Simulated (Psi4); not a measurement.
# One shape, several levels: ZrO2 (SMILES [O]=[Zr]=[O])

Wanted: a comparison of 3 runs (BLYP/def2-TZVP, M06-L/def2-TZVP, PBE/def2-TZVP) of ZrO2. 

The results are computed with Psi4 1.11.

## (1) The molecule

ZrO2: 3 atoms, total charge 0, spin state singlet. As SMILES, `[O]=[Zr]=[O]`. One bond was lengthened or shortened from a relaxed shape.

Bond lengths: O1–Zr2 2.026 Å, Zr2–O3 1.761 Å. Angles: O1–Zr2–O3 107.9°.

## (2) Energy and gradient at BLYP/def2-TZVP (core potential) (run 1)

File o2zr.in:

```
memory 1.6 GB

molecule mol {
  0 1
  O
  Zr 1 r2
  O 2 r3 1 a3

  r2 = 2.0256
  r3 = 1.761356
  a3 = 107.92594
  symmetry c1
}

set basis def2-TZVP
set puream true
set e_convergence 1e-09
set d_convergence 1e-08
set scf_type pk
set dft_radial_points 99
set dft_spherical_points 590

energy_value, wavefunction = gradient("blyp", return_wfn=True)
```

Started as:

```bash
$ psi4 o2zr.in o2zr.out -n 1
```

o2zr.out:

```text
[...]
    !!!  WARNING: ECP capability is in beta. Please check occupations closely.  !!!
[...]
  Running in c1 symmetry.
[...]
  Nuclear repulsion =   64.966800626228590
[...]
  Multiplicity = 1
[...]
  Nalpha       = 14
  Nbeta        = 14
[...]
    Number of basis functions: 102
[...]
   @RKS iter   1:  -196.45841665444547    3.71836e-01   1.60950e-02 DIIS/ADIIS
[...]
   @RKS iter  15:  -197.56920205573203   -1.65045e-10   7.65567e-09 DIIS
[...]
    Orbital Energies [Eh]
    ---------------------
    Doubly Occupied:
       1A    -18.739772     2A    -18.710237     3A     -2.009876
       4A     -1.202766     5A     -1.192810     6A     -1.179093
       7A     -0.753200     8A     -0.716991     9A     -0.273284
      10A     -0.270899    11A     -0.267864    12A     -0.218751
      13A     -0.210195    14A     -0.183885
[...]
  @RKS Final Energy:  -197.56920205573203
   => Energetics <=
    Nuclear Repulsion Energy =             64.9668006262285900
    One-Electron Energy =                -416.7338332926597104
    Two-Electron Energy =                 177.2233410893505265
    DFT Exchange-Correlation Energy =     -23.0255104786514231
    Empirical Dispersion Energy =           0.0000000000000000
    VV10 Nonlocal Energy =                  0.0000000000000000
    Total Energy =                       -197.5692020557320348
[...]
  -Total Gradient:
     Atom            X                  Y                   Z
    ------   -----------------  -----------------  -----------------
       1        0.001211315256     0.092336077820     0.000000000150
       2        0.008900651971    -0.097062683271    -0.000000000095
       3       -0.010146231571     0.004719472466    -0.000000000056
[...]
```

It took 29 s on 1 thread of Intel Xeon Platinum 8259CL at 2.50GHz (Skylake/Cascade Lake), shared host; peak memory 0.62 GiB.

## (3) Energy and forces at M06-L/def2-TZVP (core potential) (run 2)

File job.py:

```python
import psi4

psi4.set_memory(1600000000)
psi4.set_num_threads(1)
psi4.set_output_file('output.dat', False)

m = psi4.geometry("""
O
Zr 1 2.0256
O 2 1.761356 1 107.92594
symmetry c1
no_reorient
no_com
""")

psi4.set_options({
    'basis': 'def2-TZVP',
    'puream': True,
    'e_convergence': 1e-09,
    'd_convergence': 1e-08,
    'scf_type': 'pk',
    'dft_radial_points': 99,
    'dft_spherical_points': 590,
})

result, w = psi4.gradient('m06-l', return_wfn=True)
psi4.oeprop(w, 'MAYER_INDICES', 'QUADRUPOLE', 'DIPOLE')
print('gradient / Eh bohr^-1')
print(result.np.round(6))
print(f'energy = {w.energy():.10f} Eh')
```

Started as:

```bash
$ python job.py
```

output.dat:

```text
[...]
    !!!  WARNING: ECP capability is in beta. Please check occupations closely.  !!!
[...]
  Running in c1 symmetry.
[...]
  Nuclear repulsion =   64.966800626228590
[...]
  Multiplicity = 1
[...]
  Nalpha       = 14
  Nbeta        = 14
[...]
    Number of basis functions: 102
[...]
   @RKS iter   1:  -196.60939395199961    1.21701e-01   1.48303e-02 ADIIS/DIIS
[...]
   @RKS iter  17:  -197.57354971824088   -6.76437e-12   1.77421e-09 DIIS
[...]
    Orbital Energies [Eh]
    ---------------------
    Doubly Occupied:
       1A    -18.922386     2A    -18.888187     3A     -2.055296
       4A     -1.235719     5A     -1.224158     6A     -1.208906
       7A     -0.812768     8A     -0.775016     9A     -0.276814
      10A     -0.275421    11A     -0.273474    12A     -0.217977
      13A     -0.208065    14A     -0.184663
[...]
  @RKS Final Energy:  -197.57354971824088
   => Energetics <=
    Nuclear Repulsion Energy =             64.9668006262285900
    One-Electron Energy =                -417.0015125636467133
    Two-Electron Energy =                 177.5331276830013962
    DFT Exchange-Correlation Energy =     -23.0719654638241316
    Empirical Dispersion Energy =           0.0000000000000000
    VV10 Nonlocal Energy =                  0.0000000000000000
    Total Energy =                       -197.5735497182408835
[...]
  -Total Gradient:
     Atom            X                  Y                   Z
    ------   -----------------  -----------------  -----------------
       1        0.002813095618     0.106789120710     0.000000000091
       2       -0.012258611309    -0.106981746917    -0.000000000229
       3        0.009502279893     0.000378322507     0.000000000133
[...]
```

The script printed:

```text
gradient / Eh bohr^-1
[[ 0.002813  0.106789  0.      ]
 [-0.012259 -0.106982 -0.      ]
 [ 0.009502  0.000378  0.      ]]
energy = -197.5735497182 Eh
```

Wall time 63 s (1 thread of Intel Xeon Platinum 8259CL at 2.50GHz (Skylake/Cascade Lake), shared host); peak memory 0.68 GiB.

## (4) A single-point energy at PBE/def2-TZVP (core potential) (run 3)

File job.in:

```
memory 1600 MB

molecule m {
  0 1
  O      1.32357174     2.85850178     0.74434611
  Zr     0.65856955    -0.91028107     0.66480565
  O     -1.89539530    -1.45660090    -1.39858630
  units au
  symmetry c1
}

set globals {
  basis                def2-TZVP
  puream               true
  e_convergence        1e-09
  d_convergence        1e-08
  scf_type             pk
  dft_radial_points    99
  dft_spherical_points 590
}

e_tot = energy("pbe")
print_variables()
```

Started as:

```bash
$ psi4 -n 1 job.in job.out
```

job.out:

```text
[...]
    !!!  WARNING: ECP capability is in beta. Please check occupations closely.  !!!
[...]
  Running in c1 symmetry.
[...]
  Nuclear repulsion =   64.966789149951680
[...]
  Multiplicity = 1
[...]
  Nalpha       = 14
  Nbeta        = 14
[...]
    Number of basis functions: 102
[...]
   @RKS iter   1:  -196.42731177565497    2.75742e-01   1.54807e-02 DIIS/ADIIS
[...]
   @RKS iter  15:  -197.46498963583153   -1.00897e-11   3.57516e-09 DIIS
[...]
  @RKS Final Energy:  -197.46498963583153
   => Energetics <=
    Nuclear Repulsion Energy =             64.9667891499516799
    One-Electron Energy =                -416.7408244411436726
    Two-Electron Energy =                 177.2199842059453090
    DFT Exchange-Correlation Energy =     -22.9109385505848486
    Empirical Dispersion Energy =           0.0000000000000000
    VV10 Nonlocal Energy =                  0.0000000000000000
    Total Energy =                       -197.4649896358315289
[...]
 Multipole Moments:
 ------------------------------------------------------------------------------------
     Multipole            Electronic (a.u.)      Nuclear  (a.u.)        Total (a.u.)
 ------------------------------------------------------------------------------------
 L = 1.  Multiply by 2.5417464519 to convert [e a0] to [Debye]
 Dipole X            :         13.5516793          -11.7726740            1.7790053
 Dipole Y            :        -16.5273751           14.0051964           -2.5221787
 Dipole Z            :          0.0000000            0.0000000            0.0000000
 Magnitude           :                                                    3.0864616
[...]
```

Run time: 19 s. Hardware: 1 thread of Intel Xeon Platinum 8259CL at 2.50GHz (Skylake/Cascade Lake), shared host; peak memory 0.62 GiB.

## (5) The series

| run | level | task | energy (Eh) | dipole moment (D) | HOMO energy (eV) | LUMO energy (eV) | wall time |
| --- | --- | --- | --- | --- | --- | --- | --- |
| 1 | BLYP/def2-TZVP (core potential) | gradient | -197.569202 | 7.82 | -5.00 | -4.04 | 29 s |
| 2 | M06-L/def2-TZVP (core potential) | gradient | -197.573550 | 8.53 | -5.02 | -2.95 | 63 s |
| 3 | PBE/def2-TZVP (core potential) | energy | -197.464990 | 7.85 | -5.07 | -3.94 | 19 s |

## (6) Summary of results

| quantity | value |
| --- | --- |
| run 3: total energy | -197.46499 Eh |
| run 3: dipole moment | 7.85 D |
| run 3: HOMO energy | -5.07 eV |
| run 3: LUMO energy | -3.94 eV |
| run 3: HOMO–LUMO gap | 1.12 eV |

The dipole moment (its size) runs from 7.82 D (BLYP/def2-TZVP) to 8.53 D (M06-L/def2-TZVP). The HOMO–LUMO gap runs from 0.97 eV (BLYP/def2-TZVP) to 2.07 eV (M06-L/def2-TZVP). Totals of different functionals can't be ranked against each other. All runs together took 1.8 min, the longest 63 s.
